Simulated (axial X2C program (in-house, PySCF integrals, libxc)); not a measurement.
# HTaH⁺: bond lengths and stretches, held linear

Aim: the two bond lengths and stretching wavenumbers of linear HTaH⁺, with and without spin–orbit coupling, at PBE0, HF, r2SCAN, MP2.

Computed with an in-house X2C program for linear molecules on PySCF integrals. Level: all-electron X2C, two-component (2c) or spin-free, H dyall-v3z, Ta dyall-v3z.

All values are calculated.

2 further runs of the same task are left out: 2 set aside as unsound or not needed.

**1. The job**

task.json

```json
{"zs": [1, 73, 1], "q": 1, "bas": ["dyall-v3z", "dyall-v3z", "dyall-v3z"], "r0": [1.78, 1.78], "symm": 1, "scan": ["PBE0", "HF", "r2SCAN"], "levels": ["PBE0", "HF", "PBE"], "nst": 2}
```

Keys: zs atomic numbers; q charge; bas basis sets; r0 starting distance in Å; symm equal bonds; scan levels of the two-bond scan (MP2 follows by itself at each HF point); levels methods; nst determinants followed.

Launch:

```console
> python solin.py task.json out
```

Masses H 1.008, Ta 180.948, H 1.008 u.

**2. Scan at PBE0, 2c**

State: Ω = 1 (beyond evenly filled blocks: ω = -1/2, ω = 3/2). Energies above the lowest point, from the job's result record:

```
r(H–Ta) (Å)  r(Ta–H) (Å)  E (meV)
     1.7959       1.7959    27.77
     1.7959       1.8420    12.22
     1.7959       1.8881    21.69
     1.8420       1.7959    12.22
     1.8420       1.8420     0.00
     1.8420       1.8881    12.56
     1.8420       1.9341    46.03
     1.8881       1.7959    21.69
     1.8881       1.8420    12.56
     1.8881       1.8881    27.93
     1.9341       1.8420    46.03
     1.9341       1.9341   102.49
```

A quadratic surface with cubic terms in each bond gives the minimum at 1.841 and 1.841 Å, force constants 1.86, 1.86 and coupling 0.21 mdyn/Å.

**3. Scan at HF, 2c**

State: Ω = 1 (beyond evenly filled blocks: ω = -1/2, ω = 3/2). Energies above the lowest point, from the job's result record:

```
r(H–Ta) (Å)  r(Ta–H) (Å)  E (meV)
     1.7959       1.7959    39.04
     1.7959       1.8420    17.97
     1.7959       1.8881    24.43
     1.8420       1.7959    17.97
     1.8420       1.8420     0.00
     1.8420       1.8881     9.33
     1.8420       1.9341    41.94
     1.8881       1.7959    24.43
     1.8881       1.8420     9.33
     1.8881       1.8881    21.29
     1.9341       1.8420    41.94
     1.9341       1.9341    93.55
```

A quadratic surface with cubic terms in each bond gives the minimum at 1.848 and 1.848 Å, force constants 2.01, 2.01 and coupling 0.20 mdyn/Å.

**4. Scan at r2SCAN, 2c**

State: Ω = 1 (beyond evenly filled blocks: ω = -1/2, ω = 3/2). Energies above the lowest point, from the job's result record:

```
r(H–Ta) (Å)  r(Ta–H) (Å)  E (meV)
     1.7959       1.7959    24.94
     1.7959       1.8420    11.06
     1.7959       1.8881    22.48
     1.8420       1.7959    11.06
     1.8420       1.8420     0.00
     1.8420       1.8881    14.01
     1.8420       1.9341    49.20
     1.8881       1.7959    22.48
     1.8881       1.8420    14.01
     1.8881       1.8881    30.35
     1.9341       1.8420    49.20
     1.9341       1.9341   106.85
```

A quadratic surface with cubic terms in each bond gives the minimum at 1.839 and 1.839 Å, force constants 1.9, 1.9 and coupling 0.18 mdyn/Å.

**5. The levels side by side**

| level | r(H–Ta) (Å) | r(Ta–H) (Å) | lower stretch (cm⁻¹) | upper stretch (cm⁻¹) |
| --- | --- | --- | --- | --- |
| PBE0, 2c | 1.841 | 1.841 | 1675.4 | 1869.5 |
| HF, 2c | 1.848 | 1.848 | 1756.2 | 1928.3 |
| r2SCAN, 2c | 1.839 | 1.839 | 1712.2 | 1868.9 |
| MP2, 2c | 1.831 | 1.831 | 1757.1 | 1931.8 |
| PBE0, spin-free | 1.843 | 1.843 | 1689.9 | 1876.3 |
| HF, spin-free | 1.849 | 1.849 | 1764.9 | 1936.2 |
| r2SCAN, spin-free | 1.840 | 1.840 | 1716.4 | 1873.8 |
| MP2, spin-free | 1.833 | 1.833 | 1772.5 | 1943.4 |

Scans not shown above were run alike.

What this shows: Over the levels the H–Ta bond spans 1.831 to 1.849 Å and the Ta–H bond 1.831 to 1.849 Å. At PBE0 going from spin-free to two-component moves the bonds by -0.002 and -0.002 Å. Each state is one determinant, the lowest of a limited PBE0 search; the stretches come from a fit to few points and are good to some per cent at best. The stretches are sorted by size, and where the two bonds are alike the symmetric and antisymmetric modes can swap order between levels. MP2 freezes inner shells (threshold -2 hartree). The molecule was held linear; bending was not examined, so a bent shape may lie lower. Open-shell Ω = 0 determinants with evenly filled partner blocks cannot be reached by this program, so the Ω shown need not be the lowest component. Note: functional without a current term on a determinant with orbital currents, of the molecule or an atom. Note: several unpaired electrons, one determinant need not be a pure state.
